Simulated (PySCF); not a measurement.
**AlAs+: bond curves at several levels of theory**

An exercise on one series of results from a longer session: the logs are not shown, and one member is left open.

Method: Al def2-TZVPPD, As def2-TZVPPD, no relativity; program: PySCF 2.14.0.

The first run:

The job is set up so:

```yaml
atoms: Al, As
charge: 1
basis: Al def2-TZVPPD, As def2-TZVPPD
Hamiltonian: no relativity
basis_functions: 102
electrons_treated: 45
masses_in_u: 26.9815, 74.9216
levels: PBE0, PBE, r²SCAN, BP86, PW91, BLYP, revPBE, BHandHLYP, CAM-B3LYP, HF, MP2, SCS-MP2, CCSD, CCSD(T)
grid: 80 radial by 434 angular points
occupations: held fixed by the projection of orbital angular momentum
dissociation_limit: Al+ + As, each in its ground configuration
starting_distance_in_angstrom: 2.470
values_of_2S_to_try: 1, 3
```

Launch:

```sh
OMP_NUM_THREADS=2 python dia.py task.json out
```

Steps of the session up to this table: Input; The PBE0 curve of the state that the search chose; Other states along the same grid; PBE (GGA); r²SCAN (meta-GGA); BP86 (GGA); PW91 (GGA); BLYP; revPBE; BHandHLYP (global hybrid GGA); CAM-B3LYP; UHF (mean field); MP2 and coupled cluster.

One of the session's tables, all rows but one given; the rest of the session is left out.

It belongs to the step «Constants by level of theory». 

| level | Re (Å) | ωe (cm⁻¹) | De (eV) |
| --- | --- | --- | --- |
| UHF | 2.962 | 102.9 | 0.276 |
| UHF-MP2 | 2.676 | 152.6 | 0.51 |
| UHF-SCS-MP2 | ? | ? | ? |
| UHF-CCSD | 2.712 | 153.1 | 0.490 |
| UHF-CCSD(T) | 2.665 | 171.1 | 0.56 |
| PBE | 2.579 | 223.8 | 1.01 |
| revPBE | 2.600 | 214.0 | 0.91 |
| PW91 | 2.573 | 224.9 | 1.02 |
| BLYP | 2.626 | 200.0 | 0.84 |
| BP86 | 2.583 | 220.3 | 0.96 |
| r²SCAN | 2.534 | 243.5 | 0.99 |
| PBE0 | 2.581 | 213.4 | 0.88 |
| BHandHLYP | 2.641 | 178.4 | 0.64 |
| CAM-B3LYP | 2.618 | 185.7 | 0.69 |

Q: Estimate the row for UHF-SCS-MP2 from the others.

As computed: Re (Å): 2.714; ωe (cm⁻¹): 140.8; De (eV): 0.448. In the column «Re (Å)» it lies between UHF-CCSD (2.712) and UHF (2.962).
